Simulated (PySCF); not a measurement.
# C2H3BCl2O: the cost of one run

Computed with PySCF 2.14.0, with density-fitted response routines of our own, on a single molecule in the gas phase. Atoms count from 0, in the outputs and in this text.

### 1 The starting structure

9 atoms, charge 0, multiplicity 1; geometry from: GFN2-xTB. The atoms were then displaced at random by about 0.01 Å, so the start is not that level's minimum.

Bonds of the start (Å): O0–C1 1.16, C1–C2 1.51, C2–B3 1.65, B3–Cl4 1.70, B3–Cl5 1.69, C1–H6 1.11, C2–H7 1.07, C2–H8 1.06.

### 2 Optimising the geometry at PBE0-D3(BJ)/def2-SVP

Job settings and geometry (Å):

```
{"job": {"xc": "PBE0", "basis": "def2-SVP", "d3": "d3bj", "grid": 1, "shake": 0.01, "kind": "geom"}, "charge": 0, "multiplicity": 1}
O     -1.472470     1.702540    -0.050380
C     -1.010520     0.747200     0.429640
C     -0.403420    -0.383310    -0.359350
B      1.236100    -0.379380    -0.157610
Cl     1.865170    -0.615390     1.402160
Cl     2.245550    -0.121750    -1.483360
H     -0.948350     0.605580     1.527030
H     -0.789470    -1.302290     0.037860
H     -0.664780    -0.270350    -1.379730
```

Run with:

```sh
OMP_NUM_THREADS=1 python probes_run.py task.json out
```

The driver reads the jobs from task.json and runs them one after another.

**Question.** How long does this first job take on 1 thread of Arm Neoverse V1, shared host, and how much memory does it need?

About 67 s, with a peak of 0.45 GiB.
